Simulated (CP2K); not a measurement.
**CH8N2Sn (SMILES C[NH][SnH2][NH2]): GFN1-xTB**

Aim: energy and forces of CH8N2Sn. 

Program for the calculation: CP2K 2026.2.

1 further run of the same task is left out (set aside as unsound or not needed).

### Step 1. The molecule

The species is CH8N2Sn (12 atoms), meant as a singlet with charge 0. SMILES: `C[NH][SnH2][NH2]`. Geometry: a GFN2-xTB relaxation, a rough one for these elements and not checked as a minimum. This is one conformer, not always the lowest.

Bond lengths: C1–N2 1.446 Å, N2–Sn3 2.024 Å, Sn3–N4 2.017 Å, C1–H5 1.092 Å, C1–H6 1.088 Å, C1–H7 1.097 Å, N2–H8 1.012 Å, Sn3–H9 1.658 Å, Sn3–H10 1.658 Å, N4–H11 1.011 Å, N4–H12 1.011 Å. Some angles: C1–N2–Sn3 122.1°, N2–Sn3–N4 119.3°, C1–N2–H8 109.6°, Sn3–N2–H8 113.8°, N2–C1–H5 109.1°, N2–C1–H6 109.1°, N2–C1–H7 113.9°, N2–Sn3–H9 106.2°, N2–Sn3–H10 105.4°, N4–Sn3–H9 105.6°.

### Step 2. Energy and gradient at GFN1-xTB

run.inp

```
&FORCE_EVAL
    METHOD QUICKSTEP
    &DFT
        &QS
            METHOD XTB
            EPS_DEFAULT 1.0E-12
            &XTB
                GFN_TYPE 1
                CHECK_ATOMIC_CHARGES F
            &END XTB
        &END QS
        # isolated system
        &POISSON
            PERIODIC NONE
            POISSON_SOLVER ANALYTIC
        &END POISSON
        &SCF
            SCF_GUESS ATOMIC
            EPS_SCF 1.0E-06
            MAX_SCF 50
            &OT
                MINIMIZER DIIS
                PRECONDITIONER FULL_SINGLE_INVERSE
                ENERGY_GAP 0.2
            &END OT
            &OUTER_SCF
                EPS_SCF 1.0E-06
                MAX_SCF 8
            &END OUTER_SCF
        &END SCF
        &PRINT
            &MOMENTS
                PERIODIC F
                REFERENCE COM
                MAX_MOMENT 1
            &END MOMENTS
            &MO_CUBES
                NLUMO 3
                NHOMO -1
                WRITE_CUBE F
            &END MO_CUBES
            &HIRSHFELD OFF
            &END HIRSHFELD
        &END PRINT
    &END DFT
    # atoms, cell and kinds
    &SUBSYS
        &CELL
            ABC 20.9 20.2 19.7
            PERIODIC NONE
        &END CELL
        &COORD
            C     -1.669910     0.836350     0.180270
            N     -0.264990     1.176400     0.211760
            Sn     1.172590    -0.216000     0.510500
            N      1.364750    -1.733010    -0.804560
            H     -2.260430     1.744110     0.318130
            H     -1.891960     0.162260     1.005330
            H     -1.990870     0.355240    -0.751970
            H     -0.055900     1.824080    -0.536740
            H      0.829890    -0.928580     1.967420
            H      2.604040     0.620920     0.499920
            H      1.576120    -1.464070    -1.756460
            H      0.586660    -2.377690    -0.843610
        &END COORD
        &TOPOLOGY
            &CENTER_COORDINATES
            &END CENTER_COORDINATES
        &END TOPOLOGY
    &END SUBSYS
    # extra output
    &PRINT
        &FORCES ON
        &END FORCES
    &END PRINT
&END FORCE_EVAL

&GLOBAL
    PROJECT_NAME run
    RUN_TYPE ENERGY_FORCE
    PRINT_LEVEL MEDIUM
&END GLOBAL
```

Started as:

```sh
$ OMP_NUM_THREADS=1 cp2k.psmp -i run.inp -o run.out
```

Q: Predict the results. Wanted: total energy; dipole moment; HOMO energy; dispersion energy; largest force on an atom.

Answer, from the run:

At GFN1-xTB:

```
                                 quantity         value
                             total energy  -15.28718 Eh
dipole moment (from atomic charges alone)        0.23 D
                              HOMO energy     -10.19 eV
                        dispersion energy  -9.51 kJ/mol
                 largest force on an atom    0.850 eV/Å
```

What this shows: The dipole comes from point charges on the atoms alone, without atomic dipoles, so it is partial. The largest force is 0.85 eV/Å: the shape isn't a stationary point for this species at this level.
